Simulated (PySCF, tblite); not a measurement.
# C4H15NOSi3: geometry, infrared bands and NMR shifts

What infrared bands and NMR shifts should C4H15NOSi3 (`C=C(C)[SiH2]N([SiH3])[SiH2]OC`) show?

Computed with tblite 0.8.0 and PySCF 2.14.0, with density-fitted response routines of our own, on a single molecule in the gas phase. Atoms count from 0, in the outputs and in this text.

## (1) The molecule as given

24 atoms, charge 0, multiplicity 1; geometry from: force field or distance geometry start.

Bonds of the start (Å): C0–C1 1.33, C1–C2 1.50, C1–Si3 1.85, Si3–N4 1.79, N4–Si5 1.80, N4–Si6 1.80, Si6–O7 1.72, O7–C8 1.41, C0–H9 1.09, C0–H10 1.09, C2–H11 1.10, C2–H12 1.09, C2–H13 1.13, Si3–H14 1.46, Si3–H15 1.48, Si5–H16 1.48, Si5–H17 1.46, Si5–H18 1.47, Si6–H19 1.48, Si6–H20 1.45, C8–H21 1.10, C8–H22 1.14, C8–H23 1.09.

## (2) Geometry optimisation with GFN2-xTB

The job: settings as JSON, then the geometry in Å.

```
{"job": {"kind": "relax", "xc": "GFN2-xTB", "basis": "xTB"}, "charge": 0, "multiplicity": 1}
C     -3.248700     0.158100     0.901900
C     -2.451200    -0.272900    -0.066500
C     -2.800300    -1.517800    -0.824700
Si    -0.867600     0.577800    -0.507900
N      0.520100    -0.147900     0.351700
Si     0.529900    -1.887800    -0.120900
Si     2.093400     0.530700    -0.190600
O      2.271600     2.196400     0.217900
C      3.415600     2.372900     1.017500
H     -3.062800     1.043900     1.503100
H     -4.165600    -0.409000     1.085900
H     -2.712700    -2.426000    -0.210000
H     -2.271000    -1.568800    -1.773700
H     -3.889000    -1.424900    -1.102200
H     -0.655200     0.436500    -1.945500
H     -0.993900     2.024500    -0.228700
H      0.225600    -1.967400    -1.565300
H     -0.418900    -2.685600     0.646100
H      1.879800    -2.411100     0.143000
H      3.207800    -0.157100     0.496300
H      2.226300     0.280100    -1.616100
H      4.083700     1.509200     0.906100
H      3.117400     2.473900     2.113700
H      3.954200     3.291900     0.776400
```

Run with:

```sh
$ OMP_NUM_THREADS=1 python probes_run.py task.json out
```

This one command runs all jobs of the session in turn.

**Question.** This job is followed by: GFN2-xTB harmonic vibrations, gas phase; GIAO PBE0/pcSseg-1 NMR shielding, non-relativistic, gas phase. What will the session give for the following? strongest single infrared mode (GFN2-xTB); zero-point energy (GFN2-xTB); 13C shifts against TMS (PBE0/pcSseg-1); 1H shifts against TMS (PBE0/pcSseg-1, means over atoms taken as alike); 29Si shifts against TMS (PBE0/pcSseg-1); 15N shifts against NH3 (PBE0/pcSseg-1); 17O shifts against H2O (PBE0/pcSseg-1).

**Answer**, as computed:

```
                                                              quantity                                         value
                             strongest single infrared mode (GFN2-xTB)                         2208 cm⁻¹, 921 km/mol
                                          zero-point energy (GFN2-xTB)                                109.2 kcal/mol
                                13C shifts against TMS (PBE0/pcSseg-1)                  152.5, 137.7, 51.8, 27.5 ppm
1H shifts against TMS (PBE0/pcSseg-1, means over atoms taken as alike)  6.19, 5.77, 5.19, 5.00, 4.62, 3.90, 2.12 ppm
                               29Si shifts against TMS (PBE0/pcSseg-1)                       -21.1, -31.1, -64.5 ppm
                                15N shifts against NH3 (PBE0/pcSseg-1)                                       1.4 ppm
                                17O shifts against H2O (PBE0/pcSseg-1)                                       6.8 ppm
```

**Reading.** The optimisation took 287 steps and gained 1.336 eV; among the close pairs (by a distance rule), Si6–O7 changed most, from 1.724 to 1.617 Å. No mode is imaginary among the 66: a minimum at this level. The strongest single mode, at 2208 cm⁻¹, moves mainly H14. GFN2-xTB is a fitted tight-binding method: band positions and strengths are rough. Its intensities can rank the bands wrongly. The most deshielded carbon is C1 (fully substituted alkene carbon), at 152.5 ppm: the olefinic region. At PBE0/pcSseg-1: The largest span, 260 ppm, is at C1, where the paramagnetic term is -232 ppm.
